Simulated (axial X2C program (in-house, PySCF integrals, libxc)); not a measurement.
# Linear HGeH⁺ at several levels

The task here is to estimate one member of a computed series from the others.

Method: all-electron X2C, two-component (2c) or spin-free, H dyall-v3z, Ge dyall-v3z; program: an in-house X2C program for linear molecules on PySCF integrals.

All values are calculated.

2 further runs of the same task are left out: 2 set aside as unsound or not needed.

Set-up of the first run:

task.json

```json
{
 "zs": [
  1,
  32,
  1
 ],
 "q": 1,
 "bas": [
  "dyall-v3z",
  "dyall-v3z",
  "dyall-v3z"
 ],
 "r0": [
  1.53,
  1.53
 ],
 "symm": 1,
 "scan": [
  "PBE0",
  "HF",
  "PBE"
 ],
 "levels": [
  "PBE0",
  "HF",
  "r2SCAN"
 ],
 "nst": 2
}
```

Keys: zs atomic numbers; q charge; bas basis sets; r0 starting distance in Å; symm equal bonds; scan levels of the two-bond scan (MP2 follows by itself at each HF point); levels methods; nst determinants followed.

Command:

```console
python solin.py task.json out
```

Masses H 1.008, Ge 73.921, H 1.008 u.

Among the steps run: Scan at PBE0, 2c; Scan at HF, 2c; Scan at PBE, 2c.

One of the session's tables, all rows but one given; the rest of the session is left out.

```
          level  r(H–Ge) (Å)  r(Ge–H) (Å)  lower stretch (cm⁻¹)  upper stretch (cm⁻¹)
       PBE0, 2c        1.501        1.501                2169.9                2300.9
         HF, 2c        1.490        1.490                2298.4                2392.3
        PBE, 2c        1.514        1.514                2079.0                2224.3
        MP2, 2c        1.483        1.483                2244.4                2380.3
PBE0, spin-free        1.500        1.500                2170.6                2301.8
  HF, spin-free        1.490        1.490                2299.2                2393.5
 PBE, spin-free        1.514        1.514                2079.7                2225.4
 MP2, spin-free            ?            ?                     ?                     ?
```

**Question.** Estimate the row for MP2, spin-free.

The run gave: r(H–Ge) (Å): 1.483; r(Ge–H) (Å): 1.483; lower stretch (cm⁻¹): 2244.9; upper stretch (cm⁻¹): 2380.9.

Scans not shown above were run alike.

Limits of these values: The molecule was held linear; bending was not examined, so a bent shape may lie lower. Note: functional without a current term on a determinant with orbital currents, of the molecule or an atom.
